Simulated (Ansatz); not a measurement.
# CH3BNO: the cost of one run

All numbers below are computed with Ansatz 0.2.0 (UKS r2SCANh/def2-SVP).

**1. Starting point**

Bond lengths: N1–C2 1.318 Å, C2–B3 1.459 Å, B3–O4 1.292 Å, N1–H5 1.020 Å, C2–H6 1.090 Å, O4–H7 0.963 Å. Angles: N1–C2–B3 127.6°, N1–C2–H6 112.7°, B3–C2–H6 119.6°, C2–N1–H5 113.1°, C2–B3–O4 166.0°, B3–O4–H7 125.1°.

As a file:

```xyz
7

N    -0.6052    1.5700    0.5462
C     0.0290    0.4366    0.7712
B     0.5122   -0.5244   -0.2144
O     0.6326   -1.4335   -1.1250
H    -0.7652    1.7483   -0.4450
H     0.2427    0.2769    1.8282
H    -0.0462   -2.0739   -1.3612
```

**2. Relaxing end A**

The input, input.yaml:

```yaml
crystal:
  periodic: [false, false, false]
  atoms:
    - { symbol: "N", position_ang: [-0.60518, 1.57001, 0.54617] }
    - { symbol: C, position_ang: [0.02901, 0.43665, 0.77115] }
    - { symbol: B, position_ang: [0.51223, -0.52445, -0.21441] }
    - { symbol: O, position_ang: [0.63263, -1.43351, -1.12498] }
    - { symbol: H, position_ang: [-0.76524, 1.74834, -0.44495] }
    - { symbol: H, position_ang: [0.24273, 0.27686, 1.82817] }
    - { symbol: H, position_ang: [-0.04619, -2.0739, -1.36117] }
magnetization:
  spin_polarized: true
  initial_magnetization: 1
basis:
  gaussian: { orbitals: def2-SVP }
hamiltonian:
  xc: r2scanh
relax:
  f_tol: 0.02
  max_steps: 50
```

Launch:

```bash
ansatz run input.yaml --threads 2 --pin off --max-ram 3072MiB --backend cpu --events-out ev --progress --plain --runs-dir out
```

What time and memory should one allow on 2 threads of Arm Neoverse V1, shared host?

About 33 s, with a peak of 0.21 GiB.
